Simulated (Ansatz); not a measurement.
# CoSi4: the cost of one run

Computed with Ansatz 0.2.0 (DFT PBE, scalar-relativistic, plane waves, PAW, unless a step's input says otherwise).

1 further run of the same task is left out (it didn't finish).

## 1. The starting structure

It takes space group P4/mmm (No. 123, tetragonal). The conventional cell has a = 5.164 Å, b = 5.164 Å, c = 2.644 Å, α = 90.00°, β = 90.00°, γ = 90.00°. Co (site symmetry 4/mmm) has 8 Si at 2.36 Å and 2 Co at 2.64 Å as nearest neighbours. Around Si (site symmetry m2m) lie 2 Co at 2.36 Å and 4 Si at 2.39 to 2.64 Å.

Structure file:

```cif
data_structure
_symmetry_space_group_name_H-M 'P4/mmm'
_symmetry_Int_Tables_number 123
_cell_length_a 5.1641
_cell_length_b 5.1641
_cell_length_c 2.6437
_cell_angle_alpha 90.000
_cell_angle_beta 90.000
_cell_angle_gamma 90.000
_cell_volume 70.50
loop_
_atom_site_label
_atom_site_type_symbol
_atom_site_symmetry_multiplicity
_atom_site_Wyckoff_symbol
_atom_site_fract_x
_atom_site_fract_y
_atom_site_fract_z
_atom_site_occupancy
Co1 Co 1 a 0.00000 0.00000 0.00000 1
Si1 Si 4 k 0.73157 0.73157 0.50000 1
```

The cell was relaxed beforehand at this level, from a generated guess; it is a trial structure. At a tolerance of 0.05 Å it has space group P4/mmm (No. 123); it has 14.10 Å³/atom, an uncorrected energy of -0.19 eV/atom over the elements.

## 2. Electronic structure at the relaxed geometry

File input.yaml:

```yaml
crystal:
  lattice:
    - [5.1641038243, 0.0, 0.0]
    - [0.0, 5.1641038243, 0.0]
    - [0.0, 0.0, 2.6436805253]
  atoms:
    - { symbol: Co, position: [0.0, 0.0, 0.0] }
    - { symbol: Si, position: [0.7315669149, 0.7315669149, 0.5] }
    - { symbol: Si, position: [0.2684330851, 0.2684330851, 0.5] }
    - { symbol: Si, position: [0.2684330851, 0.7315669149, 0.5] }
    - { symbol: Si, position: [0.7315669149, 0.2684330851, 0.5] }
basis:
  ecutwfc: 420
kpoints:
  mp_grid: { grid: [8, 8, 14] }
  band_path:
    path:
      - [[0.0, 0.0, 0.0], [0.0, 0.5, 0.0], [0.5, 0.5, 0.0], [0.0, 0.0, 0.0], [0.0, 0.0, 0.5], [0.0, 0.5, 0.5], [0.5, 0.5, 0.5], [0.0, 0.0, 0.5]]
      - [[0.0, 0.5, 0.0], [0.0, 0.5, 0.5]]
      - [[0.5, 0.5, 0.0], [0.5, 0.5, 0.5]]
    npoints: 14
hamiltonian:
  xc: pbe
scf:
  occupations: { method: gaussian, width: 0.1 }
  n_extra_bands: 12
output:
  forces: true
  stress: true
  eigenvalues: true
  populations: true
  dos: { projected: true, de: 0.02, nscf_kmesh: { grid: [10, 10, 17] } }
  bader: true
```

The run is started by

```sh
ansatz run input.yaml --threads 1 --pin off --max-ram 2560MiB --backend cpu --events-out ev --progress --plain --runs-dir out
```

**Question.** How long does this run take on 1 thread of Arm Neoverse N1, shared host, and how much memory does it need?

About 1.7 min, with a peak of 0.49 GiB.
